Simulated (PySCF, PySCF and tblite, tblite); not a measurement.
# C₃H₅F₂GeN: conformers and averaged spectra, part 2 of 2

PySCF and tblite. Atoms count from 0.

### 5 Couplings, conformer 1: B3LYP/6-31G*+pcJ-1

Job settings and geometry (Å):

```
{"job": {"xc": "B3LYP", "basis": {"default": "6-31G*", "H": "pcJ-1", "F": "pcJ-1"}, "nuclei": ["H", "F", "P", "Si", "B"], "kind": "j"}, "charge": 0, "multiplicity": 1}
N      3.302466    -0.927242    -0.395365
C      2.305689    -0.545266     0.007538
C      0.988313    -0.077975     0.439954
F      0.596272    -0.748430     1.564263
F      1.055394     1.231952     0.823163
C     -0.060485    -0.236634    -0.633794
Ge    -1.758570     0.444915     0.135786
H     -0.129527    -1.288816    -0.908703
H      0.245407     0.328362    -1.513930
H     -1.605079     1.880638     0.493911
H     -2.813751     0.298852    -0.910252
H     -2.124931    -0.361042     1.331312
```

The program printed:

```text
coarse grid: 51040 points
cycle   1  E = -2448.3363377640  dE =  3.478e-01  |g| = 9.598e-01  |ddm| = 3.451e+00
cycle   2  E = -2447.9367392896  dE =  3.996e-01  |g| = 1.756e+00  |ddm| = 1.778e+00
cycle   3  E = -2448.4635682124  dE = -5.268e-01  |g| = 3.582e-01  |ddm| = 1.368e+00
cycle   4  E = -2448.4888569553  dE = -2.529e-02  |g| = 7.884e-02  |ddm| = 2.972e-01
cycle   5  E = -2448.4899928678  dE = -1.136e-03  |g| = 3.255e-02  |ddm| = 8.013e-02
cycle   6  E = -2448.4901473844  dE = -1.545e-04  |g| = 4.014e-03  |ddm| = 2.177e-02
cycle   7  E = -2448.4901509855  dE = -3.601e-06  |g| = 1.084e-03  |ddm| = 4.606e-03
final grid: 107728 points
cycle   8  E = -2448.4901531257  dE =  2.859e-07  |g| = 1.581e-03  |ddm| = 2.732e-03
cycle   9  E = -2448.4901515309  dE =  1.595e-06  |g| = 3.080e-03  |ddm| = 3.793e-03
cycle  10  E = -2448.4901536360  dE = -2.105e-06  |g| = 6.701e-04  |ddm| = 2.639e-03
cycle  11  E = -2448.4901537348  dE = -9.881e-08  |g| = 4.566e-05  |ddm| = 5.023e-04
cycle  12  E = -2448.4901537353  dE = -4.957e-10  |g| = 1.018e-05  |ddm| = 4.883e-05
converged SCF energy = -2448.4901537353

Indirect spin-spin couplings (Hz)
  i      j    bonds     total        FC       PSO       DSO        SD
  3 F    4 F    2    267.127    50.651   124.522     0.165    91.790
  3 F    7 H    3      0.925    -0.692     1.387     0.463    -0.234
  3 F    8 H    3     37.922    39.997    -0.177    -1.793    -0.105
  3 F    9 H    4     -0.681    -0.243     0.505    -0.797    -0.145
  3 F   10 H    4      9.375    11.830     0.382    -2.757    -0.079
  3 F   11 H    4      9.623     8.907    -1.448     1.993     0.171
  4 F    7 H    3     37.901    39.976    -0.177    -1.793    -0.105
  4 F    8 H    3      0.923    -0.694     1.388     0.463    -0.233
  4 F    9 H    4      9.639     8.922    -1.449     1.994     0.172
  4 F   10 H    4      9.372    11.826     0.381    -2.756    -0.079
  4 F   11 H    4     -0.678    -0.239     0.506    -0.800    -0.145
  7 H    8 H    2    -15.119   -15.732     1.741    -1.128         -
  7 H    9 H    3      6.852     9.628     1.108    -3.884         -
  7 H   10 H    3     -0.038     0.417     0.105    -0.560         -
  7 H   11 H    3      0.041     0.574     0.097    -0.630         -
  8 H    9 H    3      0.032     0.566     0.099    -0.633         -
  8 H   10 H    3     -0.033     0.421     0.105    -0.558         -
  8 H   11 H    3      6.852     9.627     1.108    -3.883         -
  9 H   10 H    2      7.197    11.235     0.797    -4.835         -
  9 H   11 H    2      9.232    13.461     0.728    -4.957         -
 10 H   11 H    2      7.193    11.231     0.797    -4.835         -
```

Wall time 44 s (1 thread of Arm Neoverse V1, shared host); peak memory 0.84 GiB.

In short: HOMO -9.21 eV, LUMO -0.55 eV; dipole 2.83 D.

### 6 Couplings, conformer 2: B3LYP/6-31G*+pcJ-1

Job settings and geometry (Å):

```
{"job": {"xc": "B3LYP", "basis": {"default": "6-31G*", "H": "pcJ-1", "F": "pcJ-1"}, "nuclei": ["H", "F", "P", "Si", "B"], "kind": "j"}, "charge": 0, "multiplicity": 1}
N      2.118576    -1.940303    -0.313463
C      1.699640    -0.880045    -0.280816
C      1.115648     0.458713    -0.188020
F      2.078939     1.358897     0.155802
F      0.687056     0.849355    -1.433847
C     -0.053050     0.471771     0.768131
Ge    -1.610728    -0.290465    -0.195850
H     -0.247372     1.505880     1.057290
H      0.201920    -0.088046     1.667509
H     -1.209241    -1.570212    -0.846287
H     -2.689071    -0.552914     0.801714
H     -2.091117     0.676683    -1.218188
```

The program printed:

```text
coarse grid: 51040 points
cycle   1  E = -2448.3361483118  dE =  3.430e-01  |g| = 9.600e-01  |ddm| = 3.431e+00
cycle   2  E = -2447.9370466773  dE =  3.991e-01  |g| = 1.759e+00  |ddm| = 1.776e+00
cycle   3  E = -2448.4635906024  dE = -5.265e-01  |g| = 3.557e-01  |ddm| = 1.350e+00
cycle   4  E = -2448.4885093824  dE = -2.492e-02  |g| = 7.938e-02  |ddm| = 2.897e-01
cycle   5  E = -2448.4896644536  dE = -1.155e-03  |g| = 3.279e-02  |ddm| = 7.915e-02
cycle   6  E = -2448.4898227597  dE = -1.583e-04  |g| = 4.065e-03  |ddm| = 2.180e-02
cycle   7  E = -2448.4898264674  dE = -3.708e-06  |g| = 1.149e-03  |ddm| = 4.726e-03
final grid: 107728 points
cycle   8  E = -2448.4897628291  dE =  3.326e-07  |g| = 1.703e-03  |ddm| = 2.719e-03
cycle   9  E = -2448.4897609835  dE =  1.846e-06  |g| = 3.324e-03  |ddm| = 4.009e-03
cycle  10  E = -2448.4897634179  dE = -2.434e-06  |g| = 7.117e-04  |ddm| = 2.779e-03
cycle  11  E = -2448.4897635290  dE = -1.111e-07  |g| = 5.852e-05  |ddm| = 5.230e-04
cycle  12  E = -2448.4897635297  dE = -6.667e-10  |g| = 1.166e-05  |ddm| = 5.223e-05
converged SCF energy = -2448.4897635297

Indirect spin-spin couplings (Hz)
  i      j    bonds     total        FC       PSO       DSO        SD
  3 F    4 F    2    264.391    57.370   116.027    -0.012    91.005
  3 F    7 H    3     20.561    20.974    -0.485     0.776    -0.703
  3 F    8 H    3     -0.471    -1.990     1.711    -0.173    -0.019
  3 F    9 H    4     -0.327     0.469     0.491    -1.287    -0.000
  3 F   10 H    4      3.046     4.047     0.774    -1.809     0.034
  3 F   11 H    4      1.086     1.460     0.670    -0.994    -0.049
  4 F    7 H    3     -1.068    -1.421     0.387     0.092    -0.126
  4 F    8 H    3     39.234    41.311    -0.261    -1.730    -0.087
  4 F    9 H    4      1.761     1.016     0.379     0.483    -0.117
  4 F   10 H    4     18.762    21.449     0.659    -3.270    -0.076
  4 F   11 H    4     12.176    11.453    -1.118     1.698     0.143
  7 H    8 H    2    -14.890   -15.489     1.670    -1.071         -
  7 H    9 H    3      6.750     9.515     1.085    -3.850         -
  7 H   10 H    3     -1.209    -0.400     0.230    -1.039         -
  7 H   11 H    3      2.278     2.530    -0.065    -0.188         -
  8 H    9 H    3     -1.148    -0.322     0.261    -1.087         -
  8 H   10 H    3      1.365     1.565    -0.004    -0.196         -
  8 H   11 H    3      6.044     8.756     1.083    -3.794         -
  9 H   10 H    2      6.016    10.018     0.791    -4.793         -
  9 H   11 H    2      7.635    11.742     0.728    -4.834         -
 10 H   11 H    2      9.929    14.022     0.826    -4.919         -
```

Run time: 34 s. Hardware: 1 thread of Arm Neoverse V1, shared host; peak memory 0.91 GiB.

In short: HOMO -9.38 eV, LUMO -0.58 eV; dipole 2.94 D.

### 7 The ensemble: properties at PBE0/pcSseg-1

Job settings and geometry (Å):

```
{"job": {"study": "conf", "smiles": "N#CC(F)(F)[CH2][GeH3]", "search": {"seed": 5699, "n_embed": 60, "ff_keep": 14, "window": 3.0, "nmax": 9, "temps": [150, 200, 250, 298.15, 400], "t_ref": 298.15, "order": 0.001}, "level": {"nmr": {"xc": "PBE0", "basis": "pcSseg-1"}, "j": {"xc": "B3LYP", "basis": {"default": "6-31G*", "H": "pcJ-1", "F": "pcJ-1"}, "nuclei": ["H", "F", "P", "Si", "B"]}}, "kind": "conf"}, "charge": 0, "multiplicity": 1}
N      3.302466    -0.927242    -0.395365
C      2.305689    -0.545266     0.007538
C      0.988313    -0.077975     0.439954
F      0.596272    -0.748430     1.564263
F      1.055394     1.231952     0.823163
C     -0.060485    -0.236634    -0.633794
Ge    -1.758570     0.444915     0.135786
H     -0.129527    -1.288816    -0.908703
H      0.245407     0.328362    -1.513930
H     -1.605079     1.880638     0.493911
H     -2.813751     0.298852    -0.910252
H     -2.124931    -0.361042     1.331312
```

The program printed:

```text
conformer  sym    E(xTB)   E(DFT)   G(298.15 K)  weight  dipole/D
    1     Cs      0.000    0.000    0.000   0.5693    3.027
    2     C1      1.201    0.070    0.165   0.4308    3.081

mean shielding (ppm) by class
class atoms           150 K      200 K      250 K   298.15 K      400 K
  0 N  0            -45.702    -45.688    -45.678    -45.671     -45.66
  1 C  1             68.688     68.686     68.685     68.684     68.683
  2 C  2             70.518     70.483      70.46     70.443     70.417
  3 F  3,4          267.364    267.325    267.299    267.279     267.25
  4 C  5            158.801    158.818    158.829    158.837    158.849
  5 Ge 6           1578.384    1578.19   1578.059   1577.964   1577.818
  6 H  7,8           29.723      29.72     29.718     29.717     29.715
  7 H  9,10,11       27.972     27.972     27.972     27.972     27.972
```

Wall time 2 min (1 thread of Arm Neoverse V1, shared host). This counts the runs that the step sums up.

The search (ETKDG and KDG, UFF, GFN2-xTB) embedded 60 structures, kept 2 distinct ones after the force field and 2 after xTB; 2 were carried on (window 3.0 kcal/mol at the search's own energies). Energies: PBE0/pcSseg-1 with D3(BJ).

Conformer by conformer (298 K):

| no. | group | mirror pair | ΔE xTB | ΔE DFT | ΔG | weight (%) | μ (D) | F3–C2–C5–Ge6 (°) | A, B, C (GHz) |
| --- | --- | --- | --- | --- | --- | --- | --- | --- | --- |
| 1 | Cs | no | 0.00 | 0.00 | 0.00 | 56.9 | 3.03 | 57 | 4.43, 0.89, 0.86 |
| 2 | C1 | yes | 1.20 | 0.07 | 0.17 | 43.1 | 3.08 | 158 | 2.90, 1.09, 0.94 |

Energies in kcal/mol. ΔG holds xTB vibrations and rotation, symmetry numbers and mirror pairs.

Weights (%) by temperature:

| no. | 150 K | 200 K | 250 K | 298 K | 400 K |
| --- | --- | --- | --- | --- | --- |
| 1 | 60.2 | 58.7 | 57.7 | 56.9 | 55.8 |
| 2 | 39.8 | 41.3 | 42.3 | 43.1 | 44.2 |

How the weights hang on the way they are made:

| scheme | 1 | 2 | mean μ (D) |
| --- | --- | --- | --- |
| DFT free energy | 57 | 43 | 3.05 |
| DFT energy, symmetry counted | 36 | 64 | 3.06 |
| DFT energy alone | 53 | 47 | 3.05 |
| xTB energy, symmetry counted | 79 | 21 | 3.04 |
| xTB free energy | 90 | 10 | 3.03 |
| lowest conformer only | 100 | 0 | 3.03 |
| equal weights | 50 | 50 | 3.05 |
| conformers found from three starts alone | 0 | 100 | 3.08 |

Shifts against references run at the same level (¹³C TMS 186.9, ¹⁵N NH3 267.7, ¹⁹F CFCl3 170.9, ¹H TMS 31.72, ⁷³Ge GeMe4 1331 ppm of shielding), by class of atoms, at 298 K:

| atoms | environment | no. 1 | no. 2 | average |
| --- | --- | --- | --- | --- |
| C1 | nitrile carbon | 118.2 | 118.3 | 118.2 |
| C2 | fully substituted sp3 carbon bonded to 2 F, α to a nitrile | 115.5 | 117.8 | 116.5 |
| C5 | sp3 CH2 bonded to Ge | 28.6 | 27.5 | 28.1 |
| H9, H10, H11 | hydrogen on a germanium bonded to C | 3.74 | 3.75 | 3.74 |
| H7, H8 | hydrogen on an sp3 CH2 bonded to Ge | 1.92 | 2.10 | 2.00 |
| N0 | nitrile nitrogen | 313.8 | 312.9 | 313.4 |
| F3, F4 | fluorine of a CF2 group | -97.5 | -94.8 | -96.3 |
| Ge6 | germanium bonded to C, 3 H | -253 | -240 | -247 |

Couplings (Hz, B3LYP/6-31G*+pcJ-1; one pair named for each class), from conformers that hold 100 % of the weight:

| pair | bonds | no. 1 | no. 2 | average |
| --- | --- | --- | --- | --- |
| F3–F4 | 2 | 267.1 | 264.4 | 265.9 |
| H7–H8 | 2 | -15.1 | -14.9 | -15.0 |
| H9–H10 | 2 | 7.9 | 7.9 | 7.9 |
| F3–H8 | 3 | 37.9 | -0.8 | 21.2 |
| F3–H7 | 3 | 0.9 | 29.9 | 13.4 |
| H7–H9 | 3 | 2.3 | 2.4 | 2.3 |
| F3–H9 | 4 | 6.1 | 6.1 | 6.1 |

Effective distances for nuclear Overhauser effects, ⟨r⁻⁶⟩^(−1/6) over all pairs of two classes (Å): H7···H9 3.26.

### 8 Outcome

The summary covers parts 1 to 2.

```
                           quantity                                                value
                         conformers  2; the first in weight is no. 1 (Cs), 57 % at 298 K
            root-mean-square dipole                                               3.05 D
averaged ¹³C shifts (PBE0/pcSseg-1)                               118.2, 116.5, 28.1 ppm
 averaged ¹H shifts (PBE0/pcSseg-1)                                       3.74, 2.00 ppm
averaged ¹⁹F shifts (PBE0/pcSseg-1)                                            -96.3 ppm
```

At 298 K conformer 1 holds 57 % of the ensemble (60 % at 150 K, 56 % at 400 K). Among conformers over 5 %, C2 differs by 2.3 ppm, while the average moves by 0.1 ppm from 150 to 400 K. Among vicinal couplings, F3–H8 differs most between the conformers listed (37.9 for no. 1, -0.8 for no. 2; average 21.2 Hz). Spin-orbit coupling is left out, which matters at and beside the heavy atoms.
